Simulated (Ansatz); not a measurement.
## Br2: the interaction energy of a dimer with the counterpoise correction, step by step

With Ansatz's Python interface.

Notebook, run cell by cell (the value of a cell's last expression is shown):

```python
import ansatz as az

FIRST = [
    ('Br', (0.9731, -0.3254, 0.4986)),
    ('Br', (-0.9731, 0.3254, -0.4986)),
]
SECOND = [
    ('Br', (0.0449, -2.8838, 3.8609)),
    ('Br', (1.7619, -1.6239, 3.042)),
]
```

```python
def energy(atoms, ghosts=()):
    molecule = az.Crystal.molecule()
    for symbol, xyz in atoms:
        molecule = molecule.atom(symbol, xyz)
    calc = (
        molecule.calculation()
        .basis(gaussian='def2-SVP')
        .functional('hf')
    )
    deck = calc.input()
    if ghosts:
        deck = deck.set(az.key.basis.gaussian.ghost_atoms, [{'symbol': s, 'position_ang': list(xyz)} for s, xyz in ghosts])
    return az.Session.from_dict(deck).plan().execute().report['free_energy_ev']
```

```python
both = energy(FIRST + SECOND)
alone = energy(FIRST) + energy(SECOND)
ghosted = energy(FIRST, SECOND) + energy(SECOND, FIRST)
print(f'dimer {both:.6f} eV')
print(f'interaction, uncorrected   {(both - alone):8.3f} eV')
print(f'interaction, counterpoise  {(both - ghosted):8.3f} eV')
print(f'basis-set superposition    {(alone - ghosted):8.3f} eV')
```

    dimer -279960.211620 eV
    interaction, uncorrected      0.592 eV
    interaction, counterpoise     0.622 eV
    basis-set superposition       0.029 eV

Uncorrected it is 0.592 eV, with the counterpoise correction 0.622 eV; the difference, 0.03 eV, is the superposition error. In this basis both values are repulsive.

Caveats:
- Total energies depend on the basis set; only differences at equal settings carry meaning.
- The dimer is a generated trial pose of unrelaxed monomers, not a minimum, so the figure is no binding energy, and the basis set is small.
- Hartree-Fock leaves correlation out, so bond, atomisation and ionisation energies come out well too low.
- This level lacks the dispersion part of the attraction (electrostatics and induction are there), which can decide the sign where the interaction is weak.
- Wall time of the script: 11 s on 1 thread of Arm Neoverse V1, on a shared host, peak memory 0.42 GiB.
